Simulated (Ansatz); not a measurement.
# C2H5ClSSi: small, medium and large basis sets

An exercise on one series of results from a longer session: the logs are not shown, and one member is left open.

Method: one geometry, several basis sets; program: Ansatz 0.2.0, Gaussian basis.

Levels to be run: PBE0-D4/def2-SVP; ωB97M-V/def2-SVP; PBE0-D4/def2-QZVPP; ωB97M-V/def2-QZVPP; the functionals' def2-TZVPP values are taken from earlier runs.

## The relaxed structure

An earlier PBE0-D4 in a triple-zeta def2 set relaxation fixed the geometry.

SMILES `C=C(Cl)[SiH2]S`, 10 atoms, charge 0, spin multiplicity 1.

Atoms are counted from 1 here; the program's logs count them from 0.

Bond lengths: C1–C2 1.327 Å, C1–H6 1.085 Å, C1–H7 1.085 Å, C2–Cl3 1.736 Å, C2–Si4 1.868 Å, Si4–S5 2.130 Å, Si4–H8 1.485 Å, Si4–H9 1.481 Å, S5–H10 1.344 Å. Angles: C2–C1–H6 122.6°, C2–C1–H7 119.6°, H6–C1–H7 117.8°, C1–C2–Cl3 120.6°, C1–C2–Si4 123.6°, Cl3–C2–Si4 115.8°, C2–Si4–S5 112.5°, C2–Si4–H8 106.3°, C2–Si4–H9 110.3°, S5–Si4–H8 111.9°, S5–Si4–H9 104.6°, H8–Si4–H9 111.4°, Si4–S5–H10 94.4°.

Coordinates:

```mol
C2H5ClSSi
  3D, bonds by distance, orders not assigned

 10  9  0  0  0  0  0  0  0  0999 V2000
   -1.5889    0.7113    0.3164 C   0  0
   -0.3658    0.7554   -0.1978 C   0  0
    0.3851    2.2778   -0.5593 Cl  0  0
    0.6510   -0.7650   -0.5788 Si  0  0
    2.4790   -0.8158    0.5132 S   0  0
   -2.1668    1.6046    0.5273 H   0  0
   -2.0425   -0.2489    0.5369 H   0  0
   -0.2122   -1.9330   -0.2684 H   0  0
    1.0656   -0.7618   -2.0008 H   0  0
    1.8786   -0.8757    1.7143 H   0  0
  1  2  8  0
  2  3  8  0
  2  4  8  0
  4  5  8  0
  1  6  8  0
  1  7  8  0
  4  8  8  0
  4  9  8  0
  5 10  8  0
M  END
```

The first run:

in.yaml reads:

```yaml
crystal:
  periodic: [false, false, false]
  atoms:
    - {symbol: C, position_ang: [-1.588869, 0.711309, 0.316384]}
    - {symbol: C, position_ang: [-0.365816, 0.755386, -0.197800]}
    - {symbol: Cl, position_ang: [0.385063, 2.277819, -0.559291]}
    - {symbol: Si, position_ang: [0.651047, -0.764986, -0.578764]}
    - {symbol: S, position_ang: [2.478984, -0.815839, 0.513205]}
    - {symbol: H, position_ang: [-2.166784, 1.604628, 0.527332]}
    - {symbol: H, position_ang: [-2.042545, -0.248906, 0.536878]}
    - {symbol: H, position_ang: [-0.212247, -1.932992, -0.268446]}
    - {symbol: H, position_ang: [1.065622, -0.761810, -2.000789]}
    - {symbol: H, position_ang: [1.878645, -0.875708, 1.714291]}
basis:
  gaussian: {orbitals: def2-SVP}
hamiltonian: {xc: pbe0, dispersion: d4}
output: {orbitals: {seedname: orbitals}}
```

Command:

```sh
> ansatz run in.yaml --threads 4 --pin off --events-out ev --progress --plain --max-ram 10444MiB
```

Among the steps run: PBE0-D4 in def2-SVP; ωB97M-V in def2-SVP; PBE0-D4 in def2-QZVPP; ωB97M-V in def2-QZVPP.

One of the session's tables, all rows but one given; the rest of the session is left out.

It belongs to the step «Density functionals: the series». 

```
functional       basis  HOMO (eV)
   PBE0-D4    def2-SVP      -7.48
   PBE0-D4  def2-TZVPP          ?
   PBE0-D4  def2-QZVPP      -7.64
   ωB97M-V    def2-SVP      -9.64
   ωB97M-V  def2-TZVPP      -9.81
   ωB97M-V  def2-QZVPP      -9.85
```

Estimate the missing values for PBE0-D4, def2-TZVPP.

As computed: HOMO (eV): -7.62. In the column «HOMO (eV)» it lies between PBE0-D4, def2-QZVPP (-7.64) and PBE0-D4, def2-SVP (-7.48).
